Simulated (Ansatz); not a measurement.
Geometry optimisation, DFT PBE-D3(BJ), scalar-relativistic, plane waves, PAW in Ansatz.

The input (input.yaml):

```yaml
accuracy: low
crystal:
  lattice:
    - [5.973961, 0.0, 0.0]
    - [0.0, 5.973961, 0.0]
    - [0.0, 0.0, 5.973961]
  atoms:
    - { symbol: O, position: [0.1164688, 0.7714801, 0.6388506] }
    - { symbol: H, position: [-0.0108457, 0.7748722, 0.5385211] }
    - { symbol: H, position: [0.1548292, 0.6142324, 0.6482395] }
    - { symbol: O, position: [0.0543587, 0.0642243, 1.0049527] }
    - { symbol: H, position: [0.2032486, 0.0867919, 1.0650277] }
    - { symbol: H, position: [0.0803126, 0.0225033, 0.8504463] }
    - { symbol: O, position: [0.2082049, 0.6229854, 0.0549695] }
    - { symbol: H, position: [0.3339821, 0.6142776, 0.1569047] }
    - { symbol: H, position: [0.2300251, 0.4972834, -0.0450774] }
    - { symbol: O, position: [0.5533443, 0.7787905, 0.4429843] }
    - { symbol: H, position: [0.5503209, 0.8535517, 0.586818] }
    - { symbol: H, position: [0.4770609, 0.8817497, 0.3436528] }
    - { symbol: K, position: [0.6508093, 0.3279031, 0.7404825] }
    - { symbol: F, position: [0.0711161, 0.3195444, 0.2836561] }
basis:
  ecutwfc: 420.0
kpoints:
  mp_grid: { grid: [1, 1, 1] }
hamiltonian:
  xc: pbe
  dispersion: d3bj
scf:
  occupations: { method: fermi_dirac, width: 0.05 }
  lower_state_search: "off"
relax:
  f_tol: 0.3
  max_steps: 15
  adjacent_minimum: "off"
output:
  write_density: true
  write_potential: true
  elf: true
  volumetric_format: npy
```

Launched with:

```bash
$ ansatz run input.yaml --threads 1 --pin off --max-ram 3072MiB --backend cpu --events-out ev --progress --plain --runs-dir out
```

Problem. Where does it end, and by what steps?

Solution. It converged. The threshold is loose, so the end isn't yet a minimum. Limits of this set-up: coarse k mesh, low accuracy level. After 14 steps the energy has fallen by 4.923 eV; H5 moved furthest, 1.45 Å. Joined: O7–K13 (3.69 → 3.08 Å).

```csv
step,energy less start (eV),largest force component (eV/Å),accepted
0,0.0000,2.230,yes
1,-1.2161,2.039,yes
2,-2.1411,2.979,yes
3,-2.8399,2.497,yes
4,-3.3229,1.945,yes
5,-3.6865,2.635,yes
6,-4.0940,1.550,yes
7,-4.3788,1.542,yes
8,-4.4966,1.763,yes
9,-4.6827,1.240,yes
10,-4.8199,0.488,yes
11,-4.8655,0.379,yes
12,-4.9040,0.449,yes
13,-4.8712,1.367,no
14,-4.9235,0.231,yes
```

```xyz
14
Lattice="5.9740 0.0000 0.0000 0.0000 5.9740 0.0000 0.0000 0.0000 5.9740" Properties=species:S:1:pos:R:3
O 0.808 4.017 3.768
H 0.097 4.628 3.498
H 0.804 3.283 3.045
O -0.265 0.880 6.029
H 0.140 1.381 6.808
H 0.279 0.079 5.946
O 2.419 3.380 0.143
H 1.869 2.915 0.834
H 1.753 3.659 -0.527
O 3.340 5.113 2.878
H 2.444 4.857 3.209
H 3.265 4.931 1.918
K 4.163 1.865 4.086
F 0.827 2.203 2.036
```

Whether the end is a true minimum wasn't checked by a vibrational analysis.

Run time: 20 s on 1 thread of Arm Neoverse V2, on a shared host, peak memory 0.34 GiB.
